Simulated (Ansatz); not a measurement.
# CdCAs2: the band gap up the ladder of functionals

An exercise on one series of results from a longer session: the logs are not shown, and one member is left open.

The runs shown are made with Ansatz 0.2.0. PAW datasets, plane waves. No spin polarisation. The prototype was imposed, so other structures may be more stable.

### Starting point

The cell was relaxed beforehand with r2SCAN.

It is tetragonal, I-42d (No. 122); a = 5.736 Å, c = 9.000 Å in the conventional setting, 18.51 Å³ an atom. Cd has 4 As at 2.66 Å; As has 2 C at 2.05 Å and 2 Cd at 2.66 Å; C has 4 As at 2.05 Å.

The structure in full:

```xyz
8
Lattice="-2.8680 2.8680 4.4998 2.8680 -2.8680 4.4998 2.8680 2.8680 -4.4998" Properties=species:S:1:pos:R:3 pbc="T T T"
Cd    0.0000    0.0000    0.0000
As    1.9307    1.4340    1.1249
Cd    0.0000    2.8680    2.2499
As    1.4340   -0.9373    3.3748
C     0.0000    0.0000    4.4998
As    0.9373    1.4340    5.6247
C     2.8680    0.0000    2.2499
As   -1.4340    0.9373    3.3748
```

The first run:

input.yaml

```yaml
crystal:
  lattice:
    - [-2.8679541182, 2.8679541182, 4.4997870049]
    - [2.8679541182, -2.8679541182, 4.4997870049]
    - [2.8679541182, 2.8679541182, -4.4997870049]
  atoms:
    - { symbol: Cd, position: [0.0, 0.0, 0.0] }
    - { symbol: As, position: [0.375, 0.4615929393, 0.5865929393] }
    - { symbol: Cd, position: [0.75, 0.25, 0.5] }
    - { symbol: As, position: [0.2115929393, 0.625, 0.0865929393] }
    - { symbol: C, position: [0.5, 0.5, 0.0] }
    - { symbol: As, position: [0.875, 0.7884070607, 0.4134070607] }
    - { symbol: C, position: [0.25, 0.75, 0.5] }
    - { symbol: As, position: [0.5384070607, 0.125, -0.0865929393] }
kpoints:
  mp_grid: { grid: [6, 6, 6] }
  band_path:
    path:
      - [[0.0, 0.0, 0.0], [-4.947133568387e-18, 4.947133568387e-18, 0.5], [0.25, 0.25, 0.25], [2.054587298063e-18, 0.5, -2.054587298063e-18], [0.0, 0.0, 0.0], [0.5, 0.5, -0.5], [0.3515548087669, 0.6484451912331, -0.3515548087669]]
      - [[-0.3515548087669, 0.3515548087669, 0.3515548087669], [0.0, 0.0, 0.0]]
      - [[-4.947133568387e-18, 4.947133568387e-18, 0.5], [-0.2031096175338, 0.2031096175338, 0.5]]
      - [[0.5, 0.5, -0.2031096175338], [0.5, 0.5, -0.5]]
    npoints: 10
hamiltonian:
  xc: pbe
scf:
  occupations: { method: fermi_dirac, width: 0.02 }
  n_extra_bands: 6
output:
  forces: true
  stress: true
  eigenvalues: true
```

Run with:

```
$ ansatz run input.yaml --threads 2 --pin off --max-ram 20275MiB --backend cpu --events-out ev --progress --plain --runs-dir out
```

Among the steps run: PBE band path; r2SCAN at the same geometry; Single point with HSE06; PBE+SOC; Single point with PBE0.

One table of the session follows, with a row left open; its other results are not shown here.

| level | gap (eV) |
| --- | --- |
| PBE | 0.20 |
| r2SCAN | 0.39 |
| HSE06 | 0.69 |
| PBE+SOC | ? |
| PBE0 | 1.33 |

**Question.** Estimate the row for PBE+SOC.

The run gave: gap (eV): 0.18. In the column «gap (eV)» it is the lowest.

Meshes: PBE 6×6×6, r2SCAN 6×6×6, HSE06 4×4×4, PBE+SOC 6×6×6, PBE0 4×4×4

PBE reaches 28 % of the HSE06 value, and r2SCAN 57 %. PBE0 lies 0.64 eV above HSE06, which differs from it by screening the long-range exchange.

Limits of these values: Warnings in the runs' records: stress scf threshold loose, stress exchange threshold loose.
